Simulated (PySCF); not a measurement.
# Ways to converge the SCF of KSn (quartet)

Aim: find out which solver settings change the answer for KSn (quartet).

Computed with PySCF 2.14.0. Level: each script names its method and basis.

3 further runs of the same task are left out: 3 that didn't finish.

### 1 The starting structure

KSn (quartet): 2 atoms, charge 0, spin multiplicity 4.

No contacts short enough for the rule that draws bonds.

### 2 Base script

input.py reads:

```python
from pyscf import gto, scf
from pyscf.geomopt.geometric_solver import optimize

mol = gto.M(
    atom='K 0 0 0; Sn 0 0 3.46',
    basis='def2-svpd',
    ecp={'Sn': 'def2-svpd'},
    charge=0,
    spin=3,
    verbose=4,
)
mf = scf.UHF(mol)
mf.kernel()
mol_eq = optimize(mf, maxsteps=30)
print('optimised geometry (angstrom)')
print(mol_eq.tostring('raw'))
print('orbital energies (hartree):', [e[max(0, n-3):n+3].round(4) for e, n in zip(mf.mo_energy, mol.nelec)])
```

Started as:

```sh
> OMP_NUM_THREADS=1 python input.py
```

The log of this run is left out.

It gives: at the starting geometry E(SCF) = -812.450279 Eh, 13 cycles, ⟨S²⟩ = 3.755, optimised bond 3.380 Å in 4 steps; the optimisation lowers the energy by 0.006 eV.

The quartet is typed in the script; nothing here shows that it is the ground state.

### 3 Smearing width 0.2 hartree

Edit 1 changes smearing width: none → 0.2 hartree; step after the SCF: optimize → none.

input.py reads:

```python
from pyscf import gto, scf

mol = gto.M(
    atom='K 0 0 0; Sn 0 0 3.46',
    basis='def2-svpd',
    ecp={'Sn': 'def2-svpd'},
    charge=0,
    spin=3,
    verbose=4,
)
mf = scf.UHF(mol)
mf = scf.addons.smearing_(mf, sigma=0.2, method='fermi')
mf.kernel()
mf.dip_moment()
print('orbital energies (hartree):', [e[max(0, n-3):n+3].round(4) for e, n in zip(mf.mo_energy, mol.nelec)])
```

Started as:

```sh
> OMP_NUM_THREADS=1 python input.py
```

### 4 Smearing width 0.005 hartree

Edit 2 changes smearing width: none → 0.005 hartree; step after the SCF: optimize → none.

input.py reads:

```python
from pyscf import gto, scf

mol = gto.M(
    atom='K 0 0 0; Sn 0 0 3.46',
    basis='def2-svpd',
    ecp={'Sn': 'def2-svpd'},
    charge=0,
    spin=3,
    verbose=4,
)
mf = scf.UHF(mol)
mf = scf.addons.smearing_(mf, sigma=0.005, method='fermi')
mf.kernel()
mf.dip_moment()
print('orbital energies (hartree):', [e[max(0, n-3):n+3].round(4) for e, n in zip(mf.mo_energy, mol.nelec)])
```

**Question.** What will these runs give? Wanted: for each run, E(SCF); from base; gap, α spin; SCF dipole; after the SCF.

The runs gave:

```csv
run,E(SCF) (hartree),from base (eV),cycles,"gap, α spin (eV)",SCF dipole (D),after the SCF
base,-812.450279,0,13,4.91,n/a,"bond 3.380 Å, -0.006 eV"
smearing width 0.2 hartree (poor choice),-810.939837,not comparable,15,n/a,6.39,n/a
smearing width 0.005 hartree,-812.320466,not comparable,18,n/a,7.33,n/a
```

SCF columns refer to the geometry typed in the script.

Distance from each run's final energy (log10 hartree) by cycle:

```
                                     run  cycle 1  cycle 2  cycle 3  cycle 5  cycle 8  cycle 12
                                    base     -0.2     -1.0     -2.2     -3.9     -6.0      -9.3
smearing width 0.2 hartree (poor choice)     -0.3      0.4     -2.7     -3.7     -4.8      -7.8
            smearing width 0.005 hartree     -0.1     -0.1     -1.1     -2.8     -5.1      -6.9
```

**Reading.** Rows marked «poor choice» come from settings spoiled on purpose.
